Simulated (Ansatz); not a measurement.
This script drives the Ansatz DFT code, driven from Python.

`clh3sesi2_freq.py`:
```python
'''Vibrations and zero-point energy of ClH3SeSi2.'''

import warnings

import ansatz as az
from ase import Atoms
import numpy as np


def main() -> None:
    warnings.simplefilter('ignore', az.DeckWarning)

    atoms = Atoms(['Cl', 'Si', 'Si', 'Se', 'H', 'H', 'H'], positions=[
        [-2.4938, 0.4891, 0.5322],
        [-0.808, 0.3225, -0.6292],
        [0.9393, -0.1601, 0.5642],
        [0.0412, -1.8233, -0.6352],
        [-0.6096, 1.0596, -1.9011],
        [0.7186, -0.2441, 2.0218],
        [2.2735, 0.2884, 0.0016],
    ])
    clh3sesi2 = az.Crystal.molecule_from_ase(atoms)

    calc = (
        clh3sesi2.calculation()
        .basis(gaussian='def2-SVP')
        .functional('B3LYP')
    )
    symbols = [site.symbol for site in clh3sesi2.cartesian_sites]
    start = np.array([site.position_ang for site in clh3sesi2.cartesian_sites], dtype=float)
    rep = calc.relax(force_tolerance=0.003, max_steps=100).run(threads=1, backend='cpu').report
    end = np.array(rep['positions_ang'])

    print('final positions (A) and the move of each atom')
    for symbol, xyz, old in zip(symbols, end, start):
        print(f'{symbol:2s} {xyz[0]:10.5f} {xyz[1]:10.5f} {xyz[2]:10.5f}   {np.linalg.norm(xyz - old):7.4f}')

    # frequencies need a stationary point, so they are taken at the relaxed geometry
    minimum = az.Crystal.molecule()
    for symbol, place in zip(symbols, end):
        minimum = minimum.atom(symbol, place.tolist())
    vibrating = (
        minimum.calculation()
        .basis(gaussian='def2-SVP')
        .functional('B3LYP')
        .phonons(temperatures=(200, 600, 100))
    )
    vib = vibrating.run(threads=1, backend='cpu').report['vibrations']
    sums = vib['harmonic_sums']
    modes = [m['omega_inv_cm'] for m in sums['modes_at_gamma'] if m['rigid_motion'] == 'no']
    print('frequencies (1/cm):', ' '.join(f'{w:.0f}' for w in modes))
    print('imaginary modes:', sum(w < 0 for w in modes), ' zero-point energy:', round(sums['zero_point_energy_ev'], 4), 'eV')
    print('T (K)   F_vib (eV)   S_vib (meV/K)   C_vib (meV/K)')
    for row in zip(sums['temperatures_k'], sums['vibrational_free_energy_ev'], vib['entropy_ev_per_k'], vib['heat_capacity_ev_per_k']):
        print(f'{row[0]:6.1f} {row[1]:11.4f} {1000 * row[2]:13.4f} {1000 * row[3]:15.4f}')


if __name__ == '__main__':
    main()
```

It is started by `python clh3sesi2_freq.py`. Estimate its wall time and peak memory on 1 thread of Arm Neoverse V1 (shared host).

It took about 3.1 min, with a peak of 0.32 GiB, for 2 runs of the engine.

```console
$ python clh3sesi2_freq.py
final positions (A) and the move of each atom
Cl   -2.67507    0.60004    0.30982    0.3076
Si   -0.83226    0.31258   -0.61017    0.0324
Si    1.03639   -0.13404    0.59794    0.1060
Se    0.01975   -1.81915   -0.66418    0.0363
H    -0.85446    1.03533   -1.90425    0.2461
H     0.96506   -0.31841    2.07122    0.2621
H     2.40179    0.25575    0.15393    0.2018
frequencies (1/cm): 126 146 303 356 439 493 551 561 593 691 797 940 2227 2246 2254
imaginary modes: 0  zero-point energy: 0.7888 eV
T (K)   F_vib (eV)   S_vib (meV/K)   C_vib (meV/K)
 200.0      0.7667        0.2988          0.4461
 300.0      0.7256        0.5217          0.6526
 400.0      0.6629        0.7288          0.7832
 500.0      0.5806        0.9135          0.8712
 600.0      0.4809        1.0785          0.9371
```

The frequencies are harmonic and unscaled, in a modest basis. b3lyp holds the VWN-RPA fit, as in Gaussian; the form of ORCA and Turbomole is b3lyp5.
